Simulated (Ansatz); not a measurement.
# NaWO3: the cost of one run

Program: Ansatz 0.2.0. Level of theory: DFT PBEsol, scalar-relativistic, plane waves, PAW. These are calculated values, not measurements.

### 1 Starting point

Symmetry: Pm-3m, No. 221, cubic system. Conventional cell: a = 3.860 Å, b = 3.860 Å, c = 3.860 Å, α = 90.00°, β = 90.00°, γ = 90.00°. Na (site symmetry m-3m) has 12 O at 2.73 Å as nearest neighbours. Around W (site symmetry m-3m) lie 6 O at 1.93 Å. O (site symmetry 4/mmm) is surrounded by 2 W at 1.93 Å and 4 Na at 2.73 Å.

Coordinates:

```cif
data_structure
_symmetry_space_group_name_H-M 'P 1'
_symmetry_Int_Tables_number 1
_cell_length_a 3.8600
_cell_length_b 3.8600
_cell_length_c 3.8600
_cell_angle_alpha 90.000
_cell_angle_beta 90.000
_cell_angle_gamma 90.000
_cell_volume 57.51
loop_
_atom_site_label
_atom_site_type_symbol
_atom_site_fract_x
_atom_site_fract_y
_atom_site_fract_z
_atom_site_occupancy
Na1 Na 0.00000 0.00000 0.00000 1
W1 W 0.50000 0.50000 0.50000 1
O1 O 0.50000 0.50000 0.00000 1
O2 O 0.00000 0.50000 0.50000 1
O3 O 0.50000 0.00000 0.50000 1
```

The structure comes from the Crystallography Open Database.

(A quick probe on a coarse mesh, which set the mesh and smearing, is not shown.)

### 3 Full relaxation

input.yaml

```yaml
crystal:
  lattice:
    - [3.86, 0.0, 0.0]
    - [0.0, 3.86, 0.0]
    - [0.0, 0.0, 3.86]
  atoms:
    - { symbol: Na, position: [0.0, 0.0, 0.0] }
    - { symbol: W, position: [0.5, 0.5, 0.5] }
    - { symbol: O, position: [0.5, 0.5, 0.0] }
    - { symbol: O, position: [0.0, 0.5, 0.5] }
    - { symbol: O, position: [0.5, 0.0, 0.5] }
basis:
  ecutwfc: 420
kpoints:
  mp_grid: { grid: [10, 10, 10] }
hamiltonian:
  xc: pbesol
scf:
  occupations: { method: gaussian, width: 0.1 }
output:
  forces: true
  stress: true
  eigenvalues: true
relax:
  adjacent_minimum: "off"
  f_tol: 0.01
  max_steps: 80
  cell: { stress_tol: 0.05 }
```

Command:

```console
> ansatz run input.yaml --threads 2 --pin off --max-ram 5120MiB --backend cpu --events-out ev --progress --plain --runs-dir out
```

Q: Estimate wall time and peak memory on 2 threads of Arm Neoverse V1, shared host.

About 16 s, with a peak of 0.38 GiB.
